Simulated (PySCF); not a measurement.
# C8H8FN: the cost of one run

Programs: PySCF 2.14.0, with routines of our own; each step states its level. All values are computed. Atoms count from 0.

## Step 1: The system as given

18 atoms, charge 0, multiplicity 1; geometry from: GFN2-xTB.

## Step 2: Magnetic properties: GIAO HF/pcSseg-1

The job: settings as JSON, then the geometry in Å.

```
{"job": {"kind": "mag", "xc": "HF", "basis": "pcSseg-1", "isotopologues": 0}, "charge": 0, "multiplicity": 1}
C     -3.310755     0.360904    -0.145596
C     -2.344925    -0.522713     0.080784
C     -0.911613    -0.280335     0.038403
C     -0.031339    -1.332873     0.298710
C      1.336075    -1.160975     0.273095
C      1.898316     0.084379    -0.010768
N      3.252137     0.305717     0.025041
C      1.003532     1.128326    -0.269470
F      1.524047     2.352904    -0.563801
C     -0.359466     0.969586    -0.253425
H     -3.114936     1.389396    -0.395050
H     -4.348162     0.080031    -0.087994
H     -2.617370    -1.541816     0.328328
H     -0.432569    -2.310240     0.524810
H      1.993069    -1.994246     0.476188
H      3.583578     1.151794    -0.408731
H      3.852326    -0.496529    -0.058981
H     -0.980704     1.823007    -0.469865
```

Method: GIAO HF/pcSseg-1 magnetisability, rotational g tensor and spin-rotation constants, non-relativistic, gas phase.

Run with:

```sh
OMP_NUM_THREADS=1 python excited_run.py task.json out
```

The driver reads the jobs from task.json and runs them one after another.

Q: Estimate the wall time and peak memory of this first job on 1 thread of Arm Neoverse V2, shared host.

About 34 s, with a peak of 0.94 GiB.
